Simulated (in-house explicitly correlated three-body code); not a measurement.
# Two electrons around a charge of +14.139: exact states and exact Kohn–Sham parts

Aim: the lowest states of two electrons around a charge of +14.139 to near-exact accuracy, with their sizes and correlation, then the exact Kohn–Sham parts of the ground state and the errors of common functionals.

Method: two electrons, non-relativistic, variational in exponentially correlated functions. Code: in-house explicitly correlated three-body code version 1.

### Step 1. Starting point

```
charge of the centre : +14.139
mass of the centre   : infinite
interactions         : Coulomb
basis                : 260 functions exp(−a r1 − b r2 − g r12) a state, exponent ranges optimised
units                : hartree and bohr; relativity and QED are left out
```

### Step 2. The run

Settings:

```ini
Z = 14.139
interaction_strength = 1.0
functions = 260
states_tried = 13
```

Launch:

```
python run_hyl.py task.json out
```

Main fields of the result record, rounded:

```text
status: converged
states [hartree, bohr]:
  - {"name": "1 1S", "E": -191.2315017729, "change": 1.2e-07, "T": 191.23150082, "inv_r": 13.82652137, "inv_r12": 8.523368586, "r": 0.108988421, "r2": 0.0158930412, "r12": 0.160019839, "r12_2": 0.0320658205, "cos": -0.009406487, "p1p2": 1.7681474, "d1": 858.0309, "d12": 97.827}
  - {"name": "2 3S", "E": -122.3352240928, "change": 6.7e-09, "T": 122.335224, "inv_r": 8.742897171, "inv_r12": 2.561198114, "r": 0.273909707, "r2": 0.121207852, "r12": 0.459709662, "r12_2": 0.242771085, "cos": -0.00322679, "p1p2": 0.13820815, "d1": 499.5045, "d12": 0.0}
  - {"name": "2 3P", "E": -121.8272361936, "change": 9.2e-09, "T": 121.82723607, "inv_r": 8.723965747, "inv_r12": 3.041831135, "r": 0.240402345, "r2": 0.091803085, "r12": 0.40032469, "r12_2": 0.189198453, "cos": -0.07447596, "p1p2": -13.603891, "d1": 447.3988, "d12": 0.0}
  - {"name": "2 1S", "E": -121.7806640397, "change": 1.1e-07, "T": 121.78066142, "inv_r": 8.720985788, "inv_r12": 3.050710655, "r": 0.27880372, "r2": 0.126424048, "r12": 0.463886807, "r12_2": 0.253469097, "cos": -0.005197295, "p1p2": 0.15744954, "d1": 497.5814, "d12": 17.833}
  - {"name": "2 1P", "E": -121.4254438262, "change": 2.7e-07, "T": 121.42544293, "inv_r": 8.707007625, "inv_r12": 3.365874877, "r": 0.244333403, "r2": 0.0953151833, "r12": 0.391191286, "r12_2": 0.186236652, "cos": 0.06005569, "p1p2": 13.294807, "d1": 450.4407, "d12": 5.1851}
  - {"name": "3 3S", "E": -109.7692217678, "change": -2.7e-09, "T": 109.76922172, "inv_r": 7.808134343, "inv_r12": 1.259979474, "r": 0.555544943, "r2": 0.580923925, "r12": 1.01260013, "r12_2": 1.16207512, "cos": -0.00109728, "p1p2": 0.040996855, "d1": 464.3108, "d12": 0.0}
  - {"name": "3 3P", "E": -109.6293421462, "change": 2.2e-09, "T": 109.62934202, "inv_r": 7.802843679, "inv_r12": 1.390129395, "r": 0.524435786, "r2": 0.519522347, "r12": 0.952049501, "r12_2": 1.04018122, "cos": -0.01757035, "p1p2": -3.1304113, "d1": 449.2515, "d12": 0.0}
  - {"name": "3 1S", "E": -109.6228462037, "change": 1.3e-07, "T": 109.62284536, "inv_r": 7.802368867, "inv_r12": 1.389695264, "r": 0.56264644, "r2": 0.597548271, "r12": 1.02550193, "r12_2": 1.19538444, "cos": -0.001665126, "p1p2": 0.050542543, "d1": 463.9011, "d12": 5.1696}
  - {"name": "3 1P", "E": -109.5198325298, "change": 5.4e-08, "T": 109.51983171, "inv_r": 7.798322107, "inv_r12": 1.481288313, "r": 0.529981341, "r2": 0.53168601, "r12": 0.959505477, "r12_2": 1.06274983, "cos": 0.01414326, "p1p2": 3.2150052, "d1": 449.9223, "d12": 1.6577}
  - {"name": "4 3S", "E": -105.4424758664, "change": 2e-07, "T": 105.44247279, "inv_r": 7.483693761, "inv_r12": 0.7389435165, "r": 0.951348509, "r2": 1.82291256, "r12": 1.80082316, "r12_2": 3.64596876, "cos": -0.0004804848, "p1p2": 0.017261874, "d1": 455.9054, "d12": 0.0}
  - {"name": "4 3P", "E": -105.3849289153, "change": 1.9e-08, "T": 105.38492894, "inv_r": 7.481503994, "inv_r12": 0.7921120969, "r": 0.922589366, "r2": 1.72274121, "r12": 1.7439445, "r12_2": 3.44594908, "cos": -0.006885862, "p1p2": -1.2155988, "d1": 449.6184, "d12": 0.0}
  - {"name": "4 1S", "E": -105.3831535827, "change": 7.9e-08, "T": 105.38313833, "inv_r": 7.481354505, "inv_r12": 0.7914507684, "r": 0.960780854, "r2": 1.86170523, "r12": 1.81918186, "r12_2": 3.72357745, "cos": -0.00071929, "p1p2": 0.021907461, "d1": 455.7451, "d12": 2.1604}
  - {"name": "4 1P", "E": -105.3400570705, "change": 6.4e-08, "T": 105.3400567, "inv_r": 7.479662385, "inv_r12": 0.8297791563, "r": 0.929917127, "r2": 1.75189975, "r12": 1.75722032, "r12_2": 3.50363961, "cos": 0.005520789, "p1p2": 1.2676345, "d1": 449.872, "d12": 0.71471}
threshold [hartree]: -99.9556605
transitions:
  - ["1 1S", "2 1P", 69.806058, 0.01622991]
  - ["1 1S", "3 1P", 81.711669, 0.002795894]
  - ["1 1S", "4 1P", 85.891445, 0.0009913029]
  - ["2 1S", "2 1P", 0.35522021, 0.1567705]
  - ["2 1S", "3 1P", 12.260832, 0.04904143]
  - ["2 1S", "4 1P", 16.440607, 0.008924687]
  - ["3 1S", "2 1P", -11.802598, 0.006286388]
  - ["3 1S", "3 1P", 0.10301367, 0.9406066]
  - ["3 1S", "4 1P", 4.2827891, 0.1544937]
  - ["4 1S", "2 1P", -16.04229, 0.001017628]
  - ["4 1S", "3 1P", -4.136679, 0.04122734]
  - ["4 1S", "4 1P", 0.043096512, 3.13323]
  - ["2 3S", "2 3P", 0.5079879, 0.1509963]
  - ["2 3S", "3 3P", 12.705882, 0.04561029]
  - ["2 3S", "4 3P", 16.950295, 0.008446928]
  - ["3 3S", "2 3P", -12.058014, 0.006269638]
  - ["3 3S", "3 3P", 0.13987962, 0.918883]
  - ["3 3S", "4 3P", 4.3842928, 0.1455467]
  - ["4 3S", "2 3P", -16.38476, 0.0009995286]
  - ["4 3S", "3 3P", -4.1868663, 0.04211207]
  - ["4 3S", "4 3P", 0.057546951, 3.079642]
polarisability [au]:
  1 1S: {"alpha": 0.0002499665, "c6": 3.78168e-06, "f_sum": 2.000001}
  2 1S: {"alpha": 0.2979474, "c6": 0.0243553, "f_sum": 2.000053}
  2 3S: {"alpha": 0.2015547, "c6": 0.0160838, "f_sum": 1.999888}
kohn_sham [hartree]: {"Ts": 191.186322, "hartree": 17.2290226, "Ex": -8.61451131, "Tc": 0.0451787143, "Uc": -0.0911427216, "Ec": -0.0459640073, "norm": 1.99999987}
hartree_fock [hartree]: [-191.18552619, -91.2854455]
```

«change» is the move of the energy from 170 to 260 functions; states that moved too far are left out. d1 and d12 are the expectation values of δ(r1) and δ(r12).

Run time: 22 s. Hardware: 1 thread of Intel Xeon 6975P-C (Granite Rapids), shared host.

### Step 3. The bound states

Binding counts from the one-electron threshold at -99.955660 hartree:

```tsv
state	binding (eV)	excitation (eV)	quantum defect	⟨r⟩	⟨r12⟩ (bohr)	⟨cos θ12⟩
1 ¹S	2483.74	0	0.028	0.1090	0.1600	-0.0094
2 ³S	608.979	1874.76	0.036	0.2739	0.4597	-0.0032
2 ³P	595.156	1888.59	0.013	0.2404	0.4003	-0.0745
2 ¹S	593.889	1889.85	0.011	0.2788	0.4639	-0.0052
2 ¹P	584.223	1899.52	-0.005	0.2443	0.3912	0.0601
3 ³S	267.041	2216.70	0.034	0.5555	1.013	-0.0011
3 ³P	263.234	2220.51	0.013	0.5244	0.9520	-0.0176
3 ¹S	263.058	2220.68	0.012	0.5626	1.026	-0.0017
3 ¹P	260.254	2223.49	-0.004	0.5300	0.9595	0.0141
4 ³S	149.304	2334.44	0.034	0.9513	1.801	-0.0005
4 ³P	147.738	2336.00	0.013	0.9226	1.744	-0.0069
4 ¹S	147.690	2336.05	0.012	0.9608	1.819	-0.0007
4 ¹P	146.517	2337.23	-0.004	0.9299	1.757	0.0055
```

### Step 4. Electric-dipole lines

Oscillator strengths from the S state (negative where P lies lower) and rates of the upper state's decay:

```tsv
S	P	E(P) − E(S) (eV)	f	rate (1/s)
1 ¹S	2 ¹P	1899.5	0.7553	3.942e+13
1 ¹S	3 ¹P	2223.5	0.1523	1.089e+13
1 ¹S	4 ¹P	2337.2	0.05676	4.485e+12
2 ¹S	2 ¹P	9.6660	0.03713	5.017e+07
2 ¹S	3 ¹P	333.63	0.4009	6.454e+11
2 ¹S	4 ¹P	447.37	0.09782	2.832e+11
3 ¹S	2 ¹P	-321.17	-0.04946	2.214e+11
3 ¹S	3 ¹P	2.8031	0.06460	7.342e+06
3 ¹S	4 ¹P	116.54	0.4411	8.665e+10
4 ¹S	2 ¹P	-436.53	-0.01088	8.999e+10
4 ¹S	3 ¹P	-112.56	-0.1137	6.251e+10
4 ¹S	4 ¹P	1.1727	0.09002	1.791e+06
2 ³S	2 ³P	13.823	0.05114	1.413e+08
2 ³S	3 ³P	345.74	0.3863	6.680e+11
2 ³S	4 ³P	461.24	0.09545	2.937e+11
3 ³S	2 ³P	-328.12	-0.05040	2.354e+11
3 ³S	3 ³P	3.8063	0.08569	1.796e+07
3 ³S	4 ³P	119.30	0.4254	8.758e+10
4 ³S	2 ³P	-445.85	-0.01092	9.417e+10
4 ³S	3 ³P	-113.93	-0.1175	6.621e+10
4 ³S	4 ³P	1.5659	0.1181	4.190e+06
```

### Step 5. Kohn–Sham potentials from the exact density

With two electrons in one orbital the density fixes the Kohn–Sham potential directly; exchange is minus half the Hartree term. On a radial grid:

```tsv
r (bohr)	4πr²n	v_x	pair density 4πr12²h	Coulomb hole
0.00283	0.1594	-13.81	0.009862	-7.04e-04
0.00379	0.2783	-13.80	0.01769	-0.00125
0.00509	0.4838	-13.78	0.03190	-0.00220
0.00682	0.8272	-13.75	0.05721	-0.00385
0.00915	1.394	-13.69	0.1027	-0.00668
0.0123	2.305	-13.60	0.1845	-0.0115
0.0165	3.686	-13.44	0.3282	-0.0191
0.0221	5.648	-13.18	0.5762	-0.0308
0.0296	8.207	-12.77	0.9933	-0.0471
0.0397	11.13	-12.16	1.665	-0.0667
0.0532	13.70	-11.29	2.647	-0.0828
0.0714	14.87	-10.12	3.892	-0.0824
0.0958	13.62	-8.705	5.048	-0.0519
0.128	10.00	-7.173	5.442	0.00209
0.172	5.399	-5.639	4.497	0.0435
0.231	1.941	-4.297	2.543	0.0387
0.31	0.4058	-3.222	0.8519	0.0120
0.415	0.04186	-2.409	0.1417	3.68e-04
```

The last two columns are read against r12, and the hole is the exact less the Kohn–Sham pair density.

### Step 6. Functionals against the exact answer

Errors in millihartree. The functional-driven error is that on the exact density; the rest comes from the functional's own density. Hybrids were run self-consistently alone, so they have no split; a dash in a self-consistent column means that the top level came out unbound:

| functional | exchange | correlation | functional-driven | density-driven | total, self-consistent | top level + binding (eV) |
| --- | --- | --- | --- | --- | --- | --- |
| LDA VWN5 | +1222.2 | -177.1 | +1045.1 | -2.7 | +1042.4 | +95.93 |
| LDA PW92 | +1222.2 | -176.1 | +1046.1 | -2.7 | +1043.3 | +95.94 |
| PBE | +172.6 | -2.2 | +170.4 | -1.4 | +168.9 | +86.51 |
| PBEsol | +539.8 | -16.6 | +523.3 | -1.5 | +521.8 | +90.79 |
| BLYP | +68.0 | -4.1 | +63.9 | -1.4 | +62.6 | +85.20 |
| RPBE | +27.6 | -2.2 | +25.4 | -1.5 | +23.9 | +85.42 |
| PW91 | +146.8 | -18.7 | +128.1 | -1.5 | +126.6 | +85.63 |
| BP86 | +68.0 | -63.7 | +4.4 | -1.1 | +3.3 | +84.96 |
| OLYP | +47.2 | -4.1 | +43.1 | -1.2 | +41.9 | +85.14 |
| AM05 | +945.7 | -147.6 | +798.1 | -1.8 | +796.2 | +94.37 |
| TPSS | -3.6 | -3.1 | -6.7 | -0.4 | -7.1 | +79.61 |
| revTPSS | -3.0 | -5.1 | -8.1 | -0.2 | -8.3 | +78.39 |
| SCAN | -4.0 | +1.4 | -2.6 | -0.3 | -2.9 | +76.47 |
| r2SCAN | -4.0 | +1.4 | -2.6 | -0.3 | -2.9 | +76.47 |
| M06-L | -97.2 | -19.4 | -116.6 | -2.3 | -119.0 | +75.69 |
| PBE0 | – | – | – | – | +126.5 | +64.60 |
| B3LYP (VWN-RPA) | – | – | – | – | +100.5 | +68.40 |
| HSE06 | – | – | – | – | +116.8 | +64.96 |
| ωB97X | – | – | – | – | -283.0 | +66.67 |
| r2SCAN0 | – | – | – | – | -1.8 | +57.13 |

### Step 7. Results

```
                          quantity                                  value
               ground-state energy                  -191.23150177 hartree
    binding of the second electron                              2483.7 eV
                  ⟨r12⟩, ⟨cos θ12⟩                   0.1600 bohr, -0.0094
          resonance line 1 ¹S–2 ¹P                  1899.5 eV, f = 0.7553
polarisability of the ground state                       2.4997e-04 bohr³
            Ts, Ex, Ec (Kohn–Sham)  191.18632, -8.61451, -0.04596 hartree
           exact less Hartree–Fock                       -0.04598 hartree
```

In words: The second electron is bound by 2484 eV, and the mean cosine of -0.009 shows the electrons leaning only slightly to opposite sides. The virial ratio −T/E is 1.0000000, where an exact Coulomb state gives 1. Exchange puts 2 ³S 15.1 eV under 2 ¹S. On the exact density SCAN errs least (-2.6 millihartree) and LDA PW92 most (+1046.1). Self-consistent top levels of the semilocal functionals lie +75.7 to +95.9 eV from minus the binding energy, the exact Kohn–Sham level.
